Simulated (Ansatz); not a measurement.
# Si2Ge: the cost of one run

Method: DFT PBE, scalar-relativistic, plane waves, PAW, in Ansatz 0.2.0.

1 further run of the same task is left out (it didn't finish).

## 1. The starting structure

The structure is orthorhombic, space group Cmcm (No. 63). Conventional cell: a = 2.891 Å, b = 15.024 Å, c = 4.574 Å, α = 90.00°, β = 90.00°, γ = 90.00°. Si (site symmetry m2m) has 10 Si at 2.83 to 2.89 Å and 2 Ge at 2.89 Å as nearest neighbours. Si (site symmetry m2m) has 6 Ge at 2.83 to 2.89 Å and 6 Si at 2.83 to 2.89 Å as nearest neighbours. Ge (site symmetry m2m) has 8 Si at 2.83 to 2.89 Å and 4 Ge at 2.83 to 2.89 Å as nearest neighbours.

Coordinates:

```
Si Ge
1.0
     1.44568   -7.51195    0.00000
     1.44568    7.51195    0.00000
     0.00000    0.00000    4.57432
Si Ge
4 2
Direct
  0.22222 0.77778 0.75000
  0.88889 0.11111 0.75000
  0.77778 0.22222 0.25000
  0.11111 0.88889 0.25000
  0.55556 0.44444 0.75000
  0.44444 0.55556 0.25000
```

The start is an ordering of an alloy on its end members' structure types: elements ordered on the sites of the Sb type, Si/Ge on Sb (Cmcm, No. 63).

## 2. Probe: one point on a coarse mesh

The input, input.yaml:

```yaml
crystal:
  lattice:
    - [1.4456754, -7.51194975, 0.0]
    - [1.4456754, 7.51194975, 0.0]
    - [0.0, 0.0, 4.57432434]
  atoms:
    - { symbol: Si, position: [0.22222222, 0.77777778, 0.75] }
    - { symbol: Si, position: [0.88888889, 0.11111111, 0.75] }
    - { symbol: Si, position: [0.77777778, 0.22222222, 0.25] }
    - { symbol: Si, position: [0.11111111, 0.88888889, 0.25] }
    - { symbol: Ge, position: [0.55555556, 0.44444444, 0.75] }
    - { symbol: Ge, position: [0.44444444, 0.55555556, 0.25] }
basis:
  ecutwfc: 420
kpoints:
  mp_grid: { grid: [6, 6, 4] }
hamiltonian:
  xc: pbe
scf:
  occupations: { method: gaussian, width: 0.1 }
  lower_state_search: "off"
output:
  forces: true
  stress: true
  eigenvalues: true
```

Launch:

```bash
$ ansatz run input.yaml --threads 1 --pin off --max-ram 2560MiB --backend cpu --events-out ev --progress --plain --runs-dir out
```

What time and memory should one allow on 1 thread of Arm Neoverse V2, shared host?

About 5.8 s, with a peak of 0.37 GiB.
